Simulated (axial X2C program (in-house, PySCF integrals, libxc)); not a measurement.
**All-electron X2C curves of GaF⁺**

Aim: find the lowest determinant of GaF⁺, scan the bond at several levels and fit the constants, once spin-free and once with spin–orbit coupling.

The runs use an in-house X2C program for linear molecules on PySCF integrals; all-electron X2C, Ga dyall-cv3z, F dyall-av3z.

All values are calculated.

## 1. Input

Input file task.json:

```json
{"zs": [31, 9], "q": 1, "bas": ["dyall-cv3z", "dyall-av3z"], "levels": ["PBE0", "HF", "BLYP"], "cc": true, "r0": 1.88, "thr": -1.0, "nmax": 90, "npts": 10, "nst": 2, "ntry": 6}
```

Keys: zs atomic numbers; q charge; bas basis sets; levels methods (HF also brings MP2); cc coupled cluster on or off; r0 starting distance in Å; thr threshold in hartree for freezing inner shells (an s shell follows its p shell); nmax most natural virtual spinors; npts points asked for on the curve; nst determinants followed; ntry starts of the search.

The run is started by

```sh
$ python so2c.py task.json out
```

Spin-free means the one-electron spin-free X2C Hamiltonian; two-component (2c) means X2C with spin–orbit coupling and atomic mean-field two-electron Coulomb and Gaunt terms. Basis: Ga dyall-cv3z contracted to [9s9p7d4f1g], F dyall-av3z contracted to [7s6p3d2f]; Gaussian nuclei, density fitting. Masses: Ga 68.926 u, F 18.998 u.

Notation: σ, π±, δ± give the projection m of an orbital's angular momentum (0, ±1, ±2), α and β its spin, Λ and M_S the sums; ω is the projection of a spinor's total angular momentum and Ω the sum. Logs are in hartree.

After this run come: PBE0, spin-free; HF, spin-free; BLYP, spin-free; MP2 and beyond, spin-free; PBE0, 2c; HF, 2c; BLYP, 2c; MP2 and beyond, 2c.

Q: Predict the outcome of this session. Wanted: for each run, Hamiltonian; Re; ωe; De; μ.

**Answer**, as computed:

Lowest determinant that the search found at its distance (another Ω component may lie lower), spin-free: M_S = 1/2, Λ = 0 (beyond closed shells: σα).

Lowest determinant that the search found at its distance (another Ω component may lie lower), 2c: Ω = 1/2 (excess of +ω over −ω: ω = 1/2).

| Hamiltonian | level | Re (Å) | ωe (cm⁻¹) | De (eV) | μ (D) |
| --- | --- | --- | --- | --- | --- |
| spin-free | PBE0 | 1.700 | 708 | 1.45 | -3.54 |
| spin-free | BLYP | 1.748 | 615 | 1.42 | -3.28 |
| 2c | PBE0 | 1.700 | 707 | 1.44 | -3.54 |
| 2c | BLYP | 1.748 | 615 | 1.42 | -3.28 |

Dipoles are positive if F is the positive end and refer to the centre of mass. No constants: spin-free HF (the solution changes its character somewhere along the scan, so the fit is set aside); spin-free MP2 (the reference changes its character somewhere along the scan, so the fit is set aside); spin-free CCSD (the reference changes its character somewhere along the scan, so the fit is set aside); spin-free CCSD(T) (the reference changes its character somewhere along the scan, so the fit is set aside); 2c HF (the solution changes its character somewhere along the scan, so the fit is set aside); 2c MP2 (the reference changes its character somewhere along the scan, so the fit is set aside); 2c CCSD (the reference changes its character somewhere along the scan, so the fit is set aside); 2c CCSD(T) (the reference changes its character somewhere along the scan, so the fit is set aside).

In words: At PBE0, going from spin-free to two-component changes Re by 0 mÅ, ωe by -0.1 %; the spin-free picture holds up (part of it comes from the scalar share of the two-electron terms). De moves by 0.00 eV; both De rest on single-determinant atoms, which can miss part of an open shell's spin–orbit lowering.

De refers to Ga+ + F, the ground-state fragments, which need not be this curve's own limit. The state is a single determinant with fixed occupations, the lowest that a limited PBE0 search found. Dissociation energies refer to the lowest single-determinant-based atoms at the same level and basis. Density functionals use the spin component along the axis (collinear).
